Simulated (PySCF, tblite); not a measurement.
# C4H9ClSi2: geometry, infrared bands and NMR shifts

What infrared bands and NMR shifts should C4H9ClSi2 (`[SiH3][C@H]1CC(Cl)=C[SiH2]1`) show?

Programs: tblite 0.8.0 and PySCF 2.14.0, with density-fitted response routines of our own. Each step states its level of theory. These are calculated values for one molecule in the gas phase, unless marked as measured. Atoms count from 0, in the outputs and in this text.

## 1. The starting structure

16 atoms, charge 0, multiplicity 1; geometry from: force field or distance geometry start.

Bonds of the start (Å): Si0–C1 1.86, C1–C2 1.47, C2–C3 1.45, C3–Cl4 1.80, C3–C5 1.31, C5–Si6 1.88, Si6–C1 1.89, Si0–H7 1.45, Si0–H8 1.48, Si0–H9 1.47, C1–H10 1.10, C2–H11 1.12, C2–H12 1.13, C5–H13 1.08, Si6–H14 1.46, Si6–H15 1.44.

## 2. Relaxing the molecule with GFN2-xTB

The job: settings as JSON, then the geometry in Å.

```
{"job": {"kind": "relax", "xc": "GFN2-xTB", "basis": "xTB"}, "charge": 0, "multiplicity": 1}
Si     2.186500    -0.496400    -0.214600
C      0.420700    -0.061800    -0.623300
C     -0.584100    -1.009200    -0.119300
C     -1.848100    -0.423100     0.273300
Cl    -3.350000    -1.386200     0.473900
C     -1.848800     0.863600     0.514700
Si    -0.121800     1.539700     0.224400
H      2.450200    -1.864900    -0.603900
H      2.437400    -0.232900     1.216500
H      3.041000     0.360700    -1.043300
H      0.331000     0.122900    -1.704100
H     -0.752400    -1.825200    -0.871600
H     -0.159200    -1.490700     0.809300
H     -2.690400     1.466000     0.828300
H      0.592600     1.770900     1.480900
H     -0.112400     2.675600    -0.652500
```

The run is started by

```bash
$ OMP_NUM_THREADS=1 python probes_run.py task.json out
```

One launch serves the whole session: the jobs run in the order shown.

**Question.** This job is followed by: GFN2-xTB harmonic vibrations, gas phase; GIAO PBE0/pcSseg-1 NMR shielding, non-relativistic, gas phase. Predict these results of the whole session: strongest single infrared mode (GFN2-xTB); zero-point energy (GFN2-xTB); 13C shifts against TMS (PBE0/pcSseg-1); 1H shifts against TMS (PBE0/pcSseg-1, means over atoms taken as alike); 29Si shifts against TMS (PBE0/pcSseg-1); 35Cl shifts against HCl (PBE0/pcSseg-1).

The runs gave:

| quantity | value |
| --- | --- |
| strongest single infrared mode (GFN2-xTB) | 2268 cm⁻¹, 430 km/mol |
| zero-point energy (GFN2-xTB) | 67.5 kcal/mol |
| 13C shifts against TMS (PBE0/pcSseg-1) | 166.3, 126.7, 47.0, 2.3 ppm |
| 1H shifts against TMS (PBE0/pcSseg-1, means over atoms taken as alike) | 6.00, 4.80, 4.66, 4.00, 2.79, 2.57, 0.89 ppm |
| 29Si shifts against TMS (PBE0/pcSseg-1) | -25.8, -68.2 ppm |
| 35Cl shifts against HCl (PBE0/pcSseg-1) | 281 ppm |

What this shows: The optimisation took 77 steps and gained 0.383 eV; among the close pairs (by a distance rule), C1–C2 changed most, from 1.470 to 1.537 Å. No mode is imaginary among the 42: a minimum at this level. The strongest single mode, at 2268 cm⁻¹, moves mainly H9. Unscaled tight-binding wavenumbers are off by several per cent, some by more. Its intensities can rank the bands wrongly. The most deshielded hydrogen is H13 (hydrogen on an alkene CH), at 6.00 ppm: olefinic region. At PBE0/pcSseg-1: The largest span, 549 ppm, is at Cl4, where the paramagnetic term is -477 ppm.
